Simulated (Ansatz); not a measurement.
## LiRe3, space group Fm-3m: an equation of state with a fit, step by step

With the Python package of Ansatz (0.2.0).

Notebook, run cell by cell (the value of a cell's last expression is shown):

In [1]:
```python
import warnings

import ansatz as az
import numpy as np
from scipy.optimize import curve_fit
```

In [2]:
```python
vectors0 = np.array([
    [0.0, 3.052881, 3.052881],
    [3.052881, 0.0, 3.052881],
    [3.052881, 3.052881, 0.0],
])
sites = [
    ('Li', (0.0, 0.0, 0.0)),
    ('Re', (0.75, 0.75, 0.75)),
    ('Re', (0.25, 0.25, 0.25)),
    ('Re', (0.5, 0.5, 0.5)),
]
```

In [3]:
```python
def make_crystal(cell):
    crystal = az.Crystal(lattice=az.Lattice.of(cell))
    for symbol, position in sites:
        crystal = crystal.atom(symbol, position)
    return crystal
```

In [4]:
```python
def vinet(v, e0, v0, b0, b1):
    eta = (v / v0) ** (1 / 3)
    return e0 + 2 * b0 * v0 / (b1 - 1) ** 2 * (2 - (5 + 3 * b1 * (eta - 1) - 3 * eta) * np.exp(-1.5 * (b1 - 1) * (eta - 1)))
```

In [5]:
```python
warnings.simplefilter('ignore', az.DeckWarning)
```

In [6]:
```python
# uniform scaling of the cell
volumes, energies, pressures = [], [], []
for scale in np.linspace(0.92, 1.08, 7):
    cell = vectors0 * scale ** (1 / 3)
    model = (
        make_crystal(cell).calculation()
        .functional('pbe')
        .occupations(az.OccupationsMethod.METHFESSEL_PAXTON)
        .basis(500)
        .kpoints(7, 7, 7)
        .stress()
    )
    r = model.run(threads=1).report
    volumes.append(abs(np.linalg.det(cell)) / len(sites))
    energies.append(r['free_energy_ev'] / len(sites))
    pressures.append(np.trace(r['stress_gpa']) / 3)
    print(f'V = {volumes[-1]:8.4f} A^3/atom  F = {energies[-1]:.5f} eV/atom  P = {pressures[-1]:8.3f} GPa')
```
```text
V =  13.0884 A^3/atom  F = -8201.94828 eV/atom  P =   22.710 GPa
V =  13.4678 A^3/atom  F = -8201.99051 eV/atom  P =   13.178 GPa
V =  13.8472 A^3/atom  F = -8202.01165 eV/atom  P =    4.866 GPa
V =  14.2266 A^3/atom  F = -8202.01440 eV/atom  P =   -2.384 GPa
V =  14.6059 A^3/atom  F = -8202.00111 eV/atom  P =   -8.692 GPa
V =  14.9853 A^3/atom  F = -8201.97386 eV/atom  P =  -14.161 GPa
V =  15.3647 A^3/atom  F = -8201.93461 eV/atom  P =  -18.882 GPa
```

In [7]:
```python
guess = (min(energies), volumes[int(np.argmin(energies))], 0.5, 4.5)
(e0, v0, b0, b1), _ = curve_fit(vinet, np.array(volumes), np.array(energies), p0=guess, maxfev=20000)
print(f'Vinet fit: V0 = {v0:.4f} A^3/atom, B0 = {160.21766 * b0:.1f} GPa, B1 = {b1:.2f}')
print('largest residual', round(1000 * float(np.abs(vinet(np.array(volumes), e0, v0, b0, b1) - energies).max()), 3), 'meV/atom')
```
```text
Vinet fit: V0 = 14.0957 A^3/atom, B0 = 263.1 GPa, B1 = 4.16
largest residual 0.033 meV/atom
```

A third-order Birch-Murnaghan fit through the 7 points (the script's own form differs a little) has its minimum at 14.10 Å³ an atom, 0.9 % below the typed cell, with a bulk modulus of 263 GPa and dB/dP = 4.2. From that minimum the energy rises by 67.1 meV an atom on the compressed side and 80.7 meV on the expanded side.

Total energies depend on the potentials; only differences at equal settings carry meaning. Spin is left out of this run. For a metal this k-point mesh is coarse: on a finer one energies can move by several to tens of meV an atom and pressures by half a GPa or more, differences at one mesh by less. Pressure is positive in compression. Spin-orbit coupling, which matters for elements this heavy, is left out. This cell is a computed structure, which may not be the phase found in nature. Hardware and time: 24 s on 1 thread of Arm Neoverse N1 (shared host), peak memory 0.46 GiB.
